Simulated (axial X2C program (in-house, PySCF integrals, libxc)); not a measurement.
**GeCl⁻: properties at the nuclei**

Wanted for GeCl⁻: properties at the nuclei, at the two-component level.

Method: two-component X2C with atomic mean-field terms, Ge dyall-acv3z, Cl dyall-av3z; program: an in-house X2C program for linear molecules on PySCF integrals.

All values are calculated.

### Step 1. Set-up

File task.json:

```json
{"zs": [32, 17], "q": -1, "bas": ["dyall-acv3z", "dyall-av3z"], "r0": 2.2, "levels": ["PBE0", "HF", "PBE", "TPSSh", "PBE50"], "nst": 3}
```

Keys: zs atomic numbers; q charge; bas basis sets; r0 starting distance in Å; levels methods (HF also brings MP2); nst determinants followed.

Command:

```sh
> python soeom.py task.json out
```

After this run come: Expectation values, lowest determinant; Expectation values, a higher determinant; Expectation values, a higher determinant.

What does the calculation give? Wanted: lowest determinant; Eeff magnitude; Ws magnitude Ge; A∥/gI Ge; qzz Ge; higher determinant; qzz Cl (for each run or level that gives them).

The runs gave:

```
                                        quantity                                            value
                              lowest determinant  Ω = 1 (excess of +ω over −ω: ω = -1/2, ω = 3/2)
                    Eeff magnitude (GV/cm), PBE0                                            0.195
                     Ws magnitude Ge (kHz), PBE0                                            0.083
                            A∥/gI Ge (MHz), PBE0                                             -418
                             qzz Ge (a.u.), PBE0                                             1.87
                              higher determinant                             Ω = 0 (closed shell)
         qzz Ge (a.u.), PBE0, higher determinant                                             1.78
         qzz Cl (a.u.), PBE0, higher determinant                                             1.47
                              higher determinant   Ω = 2 (excess of +ω over −ω: ω = 1/2, ω = 3/2)
Eeff magnitude (GV/cm), PBE0, higher determinant                                            0.134
 Ws magnitude Ge (kHz), PBE0, higher determinant                                           0.0267
        A∥/gI Ge (MHz), PBE0, higher determinant                                              423
         qzz Ge (a.u.), PBE0, higher determinant                                             1.66
```

What this shows: In the first state, the effective field runs from 0.105 to 0.689 GV/cm over the mean-field levels, so the levels don't agree on it. The expectation values come from single determinants, which for open shells can mix terms of unlike spin or miss the lowest Ω, so a determinant need not be a state. Eeff is the effective electric field on the electron dipole moment in this Ω state and Ws the scalar–pseudoscalar constant (defined with the proton number Z and per Ω); A∥ is the parallel hyperfine constant, which follows by multiplying with the nuclear g factor gI = μI/(I μN); qzz is the electric field gradient, eQq0 = 234.96 MHz × Q/barn × qzz. The operators were transformed with the bare-nucleus X2C matrices.
